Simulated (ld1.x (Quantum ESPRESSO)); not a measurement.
# A TM potential for Ta, from input to tests, part 2 of 2

Task: generate the file, and judge it by its errors in other configurations, its logarithmic derivatives, its ghosts and its cutoff.

ld1.x (Quantum ESPRESSO) 7.5; LDA (PW92), scalar-relativistic. The steps go on from the part before.

**3. Configuration tests**

Contents of Ta.test.in:

```
 &input
   title='Ta', zed=73., rel=1, dft='PW', iswitch=2,
   config='[Xe] 4f14 5d3 6s2 6p0'
 /
 &test
   file_pseudo='Ta.UPF', nconf=10,
   configts(1)='5d3 6s2 6p0',
   configts(2)='5d3 6s1 6p0',
   configts(3)='5d3 6s0 6p0',
   configts(4)='5d2 6s0 6p0',
   configts(5)='5d1 6s0 6p0',
   configts(6)='5d4 6s0 6p0',
   configts(7)='5d3 6s0 6p1',
   configts(8)='5d4 6s1 6p0',
   configts(9)='5d3 6s2 6p0', lsdts(9)=1,
   configts(10)='5d3 6s1 6p0', lsdts(10)=1
 /
```

Started as:

```sh
$ ld1.x < Ta.test.in > Ta.test.out
```

Ta.test.out, the pseudopotential blocks, each with the warnings that came before it:

```text
     ---------------------- Testing the pseudopotential ----------------------

     Ta
     scalar relativistic calculation

     atomic number is 73.00   valence charge is  5.00
     dft =PW   lsd =0 sic =0 latt =0  beta=0.20 tr2=1.0E-14
     mesh =1273 r(mesh) = 100.43799 xmin = -7.00 dx = 0.01250

     n l     nl             e AE (Ry)        e PS (Ry)    De AE-PS (Ry)
     3 2     5D   1( 3.00)       -0.27802       -0.27801       -0.00000
     1 0     6S   1( 2.00)       -0.41253       -0.41253        0.00000
     2 1     6P   1( 0.00)       -0.10860       -0.10860       -0.00000

     eps = 5.6E-15  iter =  7

     Etot =  -31190.686556 Ry,  -15595.343278 Ha, -424370.909573 eV
     Etotps =    -9.465185 Ry,      -4.732593 Ha,    -128.780408 eV

     Ekin =       8.663068 Ry,       4.331534 Ha,     117.867040 eV
     Encl =     -25.087765 Ry,     -12.543882 Ha,    -341.336431 eV
     Ehrt =       8.533621 Ry,       4.266811 Ha,     116.105834 eV
     Ecxc =      -2.399533 Ry,      -1.199766 Ha,     -32.647309 eV
     Epseu=       0.825423 Ry,       0.412712 Ha,      11.230457 eV

     ---------------------- End of pseudopotential test ----------------------

     Warning: n=2, l=1 expected 0 nodes, found 1
     ---------------------- Testing the pseudopotential ----------------------

     Ta
     scalar relativistic calculation

     atomic number is 73.00   valence charge is  5.00
     dft =PW   lsd =0 sic =0 latt =0  beta=0.20 tr2=1.0E-14
     mesh =1273 r(mesh) = 100.43799 xmin = -7.00 dx = 0.01250

     n l     nl             e AE (Ry)        e PS (Ry)    De AE-PS (Ry)
     3 2     5D   1( 3.00)       -0.79066       -0.78926       -0.00140
     1 0     6S   1( 1.00)       -0.87507       -0.87310       -0.00197
     2 1     6P   1( 0.00)       -0.49854       -0.49854        0.00000

     eps = 1.1E-16  iter =  7

     Etot =  -31190.047581 Ry,  -15595.023790 Ha, -424362.215872 eV
     Etotps =    -8.826774 Ry,      -4.413387 Ha,    -120.094382 eV
     dEtot_ae =       0.638975 Ry
     dEtot_ps =       0.638411 Ry,   Delta E=       0.000564 Ry

     Ekin =       9.094471 Ry,       4.547236 Ha,     123.736584 eV
     Encl =     -22.594464 Ry,     -11.297232 Ha,    -307.413349 eV
     Ehrt =       6.199594 Ry,       3.099797 Ha,      84.349773 eV
     Ecxc =      -2.021571 Ry,      -1.010785 Ha,     -27.504869 eV
     Epseu=       0.495196 Ry,       0.247598 Ha,       6.737479 eV

     ---------------------- End of pseudopotential test ----------------------

     ---------------------- Testing the pseudopotential ----------------------

     Ta
     scalar relativistic calculation

     atomic number is 73.00   valence charge is  5.00
     dft =PW   lsd =0 sic =0 latt =0  beta=0.20 tr2=1.0E-14
     mesh =1273 r(mesh) = 100.43799 xmin = -7.00 dx = 0.01250

     n l     nl             e AE (Ry)        e PS (Ry)    De AE-PS (Ry)
     3 2     5D   1( 3.00)       -1.36930       -1.36347       -0.00583  !
     1 0     6S   1( 0.00)       -1.37926       -1.37115       -0.00811  !
     2 1     6P   1( 0.00)       -0.93276       -1.19626        0.26349  !

     eps = 7.5E-17  iter =  7

     Etot =  -31188.922985 Ry,  -15594.461492 Ha, -424346.914968 eV
     Etotps =    -7.706296 Ry,      -3.853148 Ha,    -104.849493 eV
     dEtot_ae =       1.763571 Ry
     dEtot_ps =       1.758890 Ry,   Delta E=       0.004681 Ry

     Ekin =       9.480152 Ry,       4.740076 Ha,     128.984037 eV
     Encl =     -19.669507 Ry,      -9.834753 Ha,    -267.617271 eV
     Ehrt =       4.110903 Ry,       2.055452 Ha,      55.931691 eV
     Ecxc =      -1.627844 Ry,      -0.813922 Ha,     -22.147950 eV

     ---------------------- End of pseudopotential test ----------------------

     Warning: n=1, l=0 expected 0 nodes, found 1
     ---------------------- Testing the pseudopotential ----------------------

     Ta
     scalar relativistic calculation

     atomic number is 73.00   valence charge is  5.00
     dft =PW   lsd =0 sic =0 latt =0  beta=0.20 tr2=1.0E-14
     mesh =1273 r(mesh) = 100.43799 xmin = -7.00 dx = 0.01250

     n l     nl             e AE (Ry)        e PS (Ry)    De AE-PS (Ry)
     3 2     5D   1( 2.00)       -2.16486       -2.15112       -0.01374  !
     1 0     6S   1( 0.00)       -2.01737       -2.01737        0.00000
     2 1     6P   1( 0.00)       -1.48159       -1.48159        0.00000

     eps = 5.5E-16  iter =  7

     Etot =  -31187.164384 Ry,  -15593.582192 Ha, -424322.987981 eV
     Etotps =    -5.956220 Ry,      -2.978110 Ha,     -81.038503 eV
     dEtot_ae =       3.522172 Ry
     dEtot_ps =       3.508965 Ry,   Delta E=       0.013207 Ry

     Ekin =       7.118837 Ry,       3.559418 Ha,      96.856706 eV
     Encl =     -14.011112 Ry,      -7.005556 Ha,    -190.630896 eV
     Ehrt =       1.966948 Ry,       0.983474 Ha,      26.761697 eV
     Ecxc =      -1.030893 Ry,      -0.515446 Ha,     -14.026010 eV

     ---------------------- End of pseudopotential test ----------------------

     ---------------------- Testing the pseudopotential ----------------------

     Ta
     scalar relativistic calculation

     atomic number is 73.00   valence charge is  5.00
     dft =PW   lsd =0 sic =0 latt =0  beta=0.20 tr2=1.0E-14
     mesh =1273 r(mesh) = 100.43799 xmin = -7.00 dx = 0.01250

     n l     nl             e AE (Ry)        e PS (Ry)    De AE-PS (Ry)
     3 2     5D   1( 1.00)       -3.04790       -2.99698       -0.05092  !
     1 0     6S   1( 0.00)       -2.71314       -3.00306        0.28993  !
     2 1     6P   1( 0.00)       -2.09075       -2.09075        0.00000

     eps = 3.9E-15  iter =  5

     Etot =  -31184.565048 Ry,  -15592.282524 Ha, -424287.622222 eV
     Etotps =    -3.384073 Ry,      -1.692036 Ha,     -46.042656 eV
     dEtot_ae =       6.121507 Ry
     dEtot_ps =       6.081113 Ry,   Delta E=       0.040395 Ry

     Ekin =       3.922366 Ry,       1.961183 Ha,      53.366506 eV
     Encl =      -7.385337 Ry,      -3.692669 Ha,    -100.482630 eV
     Ehrt =       0.520625 Ry,       0.260313 Ha,       7.083468 eV
     Ecxc =      -0.441727 Ry,      -0.220863 Ha,      -6.010000 eV

     ---------------------- End of pseudopotential test ----------------------

     ---------------------- Testing the pseudopotential ----------------------

     Ta
     scalar relativistic calculation

     atomic number is 73.00   valence charge is  5.00
     dft =PW   lsd =0 sic =0 latt =0  beta=0.20 tr2=1.0E-14
     mesh =1273 r(mesh) = 100.43799 xmin = -7.00 dx = 0.01250

     n l     nl             e AE (Ry)        e PS (Ry)    De AE-PS (Ry)
     3 2     5D   1( 4.00)       -0.68720       -0.68390       -0.00330
     1 0     6S   1( 0.00)       -0.81623       -0.81363       -0.00260
     2 1     6P   1( 0.00)       -0.46072       -0.46097        0.00025

     eps = 4.8E-15  iter =  9

     Etot =  -31189.940316 Ry,  -15594.970158 Ha, -424360.756459 eV
     Etotps =    -8.719193 Ry,      -4.359597 Ha,    -118.630668 eV
     dEtot_ae =       0.746240 Ry
     dEtot_ps =       0.745992 Ry,   Delta E=       0.000248 Ry

     Ekin =      10.962177 Ry,       5.481089 Ha,     149.148023 eV
     Encl =     -24.161994 Ry,     -12.080997 Ha,    -328.740672 eV
     Ehrt =       6.640591 Ry,       3.320296 Ha,      90.349848 eV
     Ecxc =      -2.159968 Ry,      -1.079984 Ha,     -29.387866 eV

     ---------------------- End of pseudopotential test ----------------------

     BEWARE! Errors in PS-KS equations
     Warning: n=3, l=2 expected 0 nodes, found 1
     ---------------------- Testing the pseudopotential ----------------------

     Ta
     scalar relativistic calculation

     atomic number is 73.00   valence charge is  5.00
     dft =PW   lsd =0 sic =0 latt =0  beta=0.20 tr2=1.0E-14
     mesh =1273 r(mesh) = 100.43799 xmin = -7.00 dx = 0.01250

     n l     nl             e AE (Ry)        e PS (Ry)    De AE-PS (Ry)
     3 2     5D   1( 3.00)       -0.87983       -1.36347        0.48364  !
     1 0     6S   1( 0.00)       -0.94043       -1.22255        0.28213  !
     2 1     6P   1( 1.00)       -0.55362       -0.55362        0.00000

     eps = 6.1E-15  iter = 31

     Etot =  -31189.666488 Ry,  -15594.833244 Ha, -424357.030848 eV
     Etotps =    -8.259912 Ry,      -4.129956 Ha,    -112.381829 eV
     dEtot_ae =       1.020068 Ry
     dEtot_ps =       1.205273 Ry,   Delta E=      -0.185206 Ry

     Ekin =       8.926536 Ry,       4.463268 Ha,     121.451706 eV
     Encl =     -19.669507 Ry,      -9.834754 Ha,    -267.617277 eV
     Ehrt =       4.110904 Ry,       2.055452 Ha,      55.931692 eV
     Ecxc =      -1.627844 Ry,      -0.813922 Ha,     -22.147951 eV

     ---------------------- End of pseudopotential test ----------------------

     ---------------------- Testing the pseudopotential ----------------------

     Ta
     scalar relativistic calculation

     atomic number is 73.00   valence charge is  5.00
     dft =PW   lsd =0 sic =0 latt =0  beta=0.20 tr2=1.0E-14
     mesh =1273 r(mesh) = 100.43799 xmin = -7.00 dx = 0.01250

     n l     nl             e AE (Ry)        e PS (Ry)    De AE-PS (Ry)
     3 2     5D   1( 4.00)       -0.20807       -0.20729       -0.00077
     1 0     6S   1( 1.00)       -0.37906       -0.37898       -0.00009
     2 1     6P   1( 0.00)       -0.09634       -0.09669        0.00035

     eps = 1.2E-15  iter = 10

     Etot =  -31190.533106 Ry,  -15595.266553 Ha, -424368.821778 eV
     Etotps =    -9.311132 Ry,      -4.655566 Ha,    -126.684406 eV
     dEtot_ae =       0.153450 Ry
     dEtot_ps =       0.154053 Ry,   Delta E=      -0.000603 Ry

     Ekin =      10.268201 Ry,       5.134100 Ha,     139.705985 eV
     Encl =     -26.332612 Ry,     -13.166306 Ha,    -358.273436 eV
     Ehrt =       8.857797 Ry,       4.428899 Ha,     120.516468 eV
     Ecxc =      -2.486156 Ry,      -1.243078 Ha,     -33.825870 eV
     Epseu=       0.381638 Ry,       0.190819 Ha,       5.192446 eV

     ---------------------- End of pseudopotential test ----------------------

     ---------------------- Testing the pseudopotential ----------------------

     Ta
     scalar relativistic calculation

     atomic number is 73.00   valence charge is  5.00
     dft =PW   lsd =1 sic =0 latt =0  beta=0.20 tr2=1.0E-14
     mesh =1273 r(mesh) = 100.43799 xmin = -7.00 dx = 0.01250

     n l     nl             e AE (Ry)        e PS (Ry)    De AE-PS (Ry)
     3 2     5D   1( 3.00)       -0.31842       -0.34588        0.02746  !
     1 0     6S   1( 1.00)       -0.44198       -0.44583        0.00385
     2 1     6P   1( 0.00)       -0.12186       -0.13472        0.01286  !
     3 2     5D   2( 0.00)       -0.20895       -0.10610       -0.10284  !
     1 0     6S   2( 1.00)       -0.36529       -0.34029       -0.02499  !
     2 1     6P   2( 0.00)       -0.08850       -0.07637       -0.01213  !

     eps = 9.2E-15  iter = 13

     Etot =  -31190.768317 Ry,  -15595.384158 Ha, -424372.021986 eV
     Etotps =    -9.644337 Ry,      -4.822169 Ha,    -131.217890 eV
     dEtot_ae =      -0.081761 Ry
     dEtot_ps =      -0.179152 Ry,   Delta E=       0.097391 Ry

     Ekin =       9.094052 Ry,       4.547026 Ha,     123.730882 eV
     Encl =     -25.531729 Ry,     -12.765864 Ha,    -347.376867 eV
     Ehrt =       8.636045 Ry,       4.318022 Ha,     117.499371 eV
     Ecxc =      -2.616603 Ry,      -1.308302 Ha,     -35.600699 eV
     Epseu=       0.773898 Ry,       0.386949 Ha,      10.529424 eV

     ---------------------- End of pseudopotential test ----------------------

     ---------------------- Testing the pseudopotential ----------------------

     Ta
     scalar relativistic calculation

     atomic number is 73.00   valence charge is  5.00
     dft =PW   lsd =1 sic =0 latt =0  beta=0.20 tr2=1.0E-14
     mesh =1273 r(mesh) = 100.43799 xmin = -7.00 dx = 0.01250

     n l     nl             e AE (Ry)        e PS (Ry)    De AE-PS (Ry)
     3 2     5D   1( 3.00)       -0.84463       -0.86844        0.02381  !
     1 0     6S   1( 1.00)       -0.92450       -0.92315       -0.00135
     2 1     6P   1( 0.00)       -0.53042       -0.67803        0.14762  !
     3 2     5D   2( 0.00)       -0.68552       -0.42892       -0.25660  !
     1 0     6S   2( 0.00)       -0.76956       -0.65670       -0.11286  !
     2 1     6P   2( 0.00)       -0.42299       -0.36923       -0.05376  !

     eps = 5.9E-15  iter =  7

     Etot =  -31190.199207 Ry,  -15595.099603 Ha, -424364.278851 eV
     Etotps =    -9.113559 Ry,      -4.556780 Ha,    -123.996288 eV
     dEtot_ae =       0.487349 Ry
     dEtot_ps =       0.351626 Ry,   Delta E=       0.135723 Ry

     Ekin =       9.399835 Ry,       4.699917 Ha,     127.891267 eV
     Encl =     -23.024463 Ry,     -11.512231 Ha,    -313.263773 eV
     Ehrt =       6.336148 Ry,       3.168074 Ha,      86.207681 eV
     Ecxc =      -2.354962 Ry,      -1.177481 Ha,     -32.040890 eV
     Epseu=       0.529883 Ry,       0.264942 Ha,       7.209428 eV

     ---------------------- End of pseudopotential test ----------------------
```

1 test gave no usable energy difference (5d3 6s0 6p1).

Energies count from the reference configuration 5d3 6s2 6p0; the error is all-electron less pseudo. Spin-polarised rows fill open shells by Hund's rule and count from the unpolarised reference. A star marks tests that logged a warning.

```csv
valence configuration,charge,ΔE all-electron (eV),error AE − PS (meV)
5d3 6s1 6p0 *,+1,8.694,+7.7
5d3 6s0 6p0,+2,23.995,+64
5d2 6s0 6p0 *,+3,47.922,+180
5d1 6s0 6p0,+4,83.287,+550
5d4 6s0 6p0,+1,10.153,+3.4
5d4 6s1 6p0,0,2.088,-8.2
5d3 6s2 6p0 (spin-polarised),0,-1.112,+1325
5d3 6s1 6p0 (spin-polarised),+1,6.631,+1847
```

**4. Does it scatter like the atom?**

Taken from the files of the generation run. The phase is arctan(r·u′/u) with u = r·R, unwrapped, with energies in Ry. A pole is an energy at which the radial function vanishes at the test radius. The pseudo phase is shifted by a multiple of π to meet the all-electron one at the reference energy. Levels narrower than the energy grid can be missing from the poles. The last column is the largest difference on the grid between −1 and +1 Ry.

| channel | radius (bohr) | reference (Ry) | poles AE | poles PS | window around the reference with phases within 0.05 rad (Ry) | largest difference near zero (rad) |
| --- | --- | --- | --- | --- | --- | --- |
| s | 4.33 | -0.41 | -0.13, 2.65 | -0.13, 2.44 | below 0.8 | 0.060 |
| p | 4.33 | -0.11 | 0.54, 3.55 | -0.47, 0.55, 3.39 | -0.4 to 1.7 | 3.137 |
| d | 4.33 | -0.28 | -0.20, 1.78 | -0.20, 1.78 | below 3.1 | 0.005 |

Phases (rad) along the scan:

```
E (Ry)    p AE    p PS    d AE    d PS
 -2.00   1.395   4.536   1.406   1.406
 -1.52   1.363   4.504   1.381   1.381
 -1.04   1.304   4.443   1.337   1.337
 -0.56   1.136   4.256   1.205   1.205
 -0.08  -0.526  -0.526  -1.752  -1.752
  0.40  -1.511  -1.506  -2.182  -2.183
  0.88  -1.680  -1.673  -4.140  -4.144
  1.36  -1.872  -1.856  -4.599  -4.600
  1.84  -3.090  -3.024  -4.724  -4.725
  2.32  -4.439  -4.452  -4.816  -4.819
  2.80  -4.613  -4.626  -4.976  -4.986
  3.28  -4.684  -4.699  -6.239  -6.397
  3.76  -4.733  -4.755  -7.602  -7.618
  4.24  -4.780  -4.824  -7.756  -7.762
  4.72  -4.847  -4.990  -7.818  -7.822
```

**5. Cutoff and ghost test in a Bessel basis**

This step uses the generator's waves and projectors in a separate script. Basis: spherical Bessel functions vanishing at 20 bohr, q² up to the cutoff; potential fixed at the reference.

All-electron valence levels (Ry): 6s -0.4125, 6p -0.1086, 5d -0.2780. The lowest levels of each channel (Ry) by cutoff; the last column sums, over occupied levels, occupation times the distance from the level at 400 Ry. A positive value at high cutoff is not a bound level.

```
cutoff (Ry)     s #1     s #2     p #1     p #2     d #1    f #1  Σ f·Δε (mRy)
          8  -1.8824  -0.4075  -0.1086   0.0490  -0.0902  0.1086         573.5
         10  -2.4453  -0.4098  -0.1086   0.0488  -0.1416  0.1086         414.9
         15  -3.0198  -0.4121  -0.3013  -0.1086  -0.2244  0.1086         161.7
         18  -3.1431  -0.4123  -0.3895  -0.1086  -0.2579  0.1086          60.8
         25  -3.1708  -0.4124  -0.4667  -0.1086  -0.2745  0.1086          10.7
         30  -3.1717  -0.4125  -0.4739  -0.1086  -0.2774  0.1086           1.8
         35  -3.1717  -0.4125  -0.4748  -0.1086  -0.2779  0.1086           0.2
         40  -3.1719  -0.4125  -0.4748  -0.1086  -0.2780  0.1086           0.1
         45  -3.1720  -0.4125  -0.4749  -0.1086  -0.2780  0.1086           0.1
        400  -3.1723  -0.4125  -0.4751  -0.1086  -0.2780  0.1086           0.0
```

The sum stays within 10 mRy from 30 Ry and within 1 mRy from 35 Ry. The sum leaves out empty levels, which can need more. Ghost test: ghost states, bound below the all-electron valence or empty levels of the same l: s at -43.2 eV, p at -6.5 eV.

**6. Results**

The summary covers parts 1 to 2.

| quantity | value |
| --- | --- |
| cutoffs for 10 and 1 mRy, occupied levels | 30 Ry and 35 Ry |
| bound ghosts | s at -43.16 eV, p at -6.46 eV |
| largest test error (AE − PS), unpolarised tests | +550 meV, for 5d1 6s0 6p0 (1 test unsolved) |
| largest phase difference near zero energy, channels read | 3.137 rad |

What this shows: It has a bound ghost (s, p), a state that the atom doesn't have, and that rules the file out. By total energies transferability is poor: the largest error is 550 meV on 83.3 eV, for 5d1 6s0 6p0. That test lies far up in energy; among those under 40 eV, nearer to bonding, the largest error is 64 meV. The spin-polarised tests miss by far more, up to 1847 meV (5d3 6s1 6p0). Of the tests 1 gave no usable energy difference, which is a warning in itself. The potential is soft on the atom at that tolerance: the looser tolerance needs 30 Ry. The slowest occupied level is 5d: taken alone it needs 30 Ry to come within 1 mRy, against 15 Ry for 6s. Of the channels read, p scatters worst near zero energy, by up to 3.14 rad. A step near π is an extra or missing state, not a misfit of shape. The pseudo curves have a pole with no partner nearby in the atom's: p at -0.47 Ry. All of this concerns the isolated atom, not yet a solid.
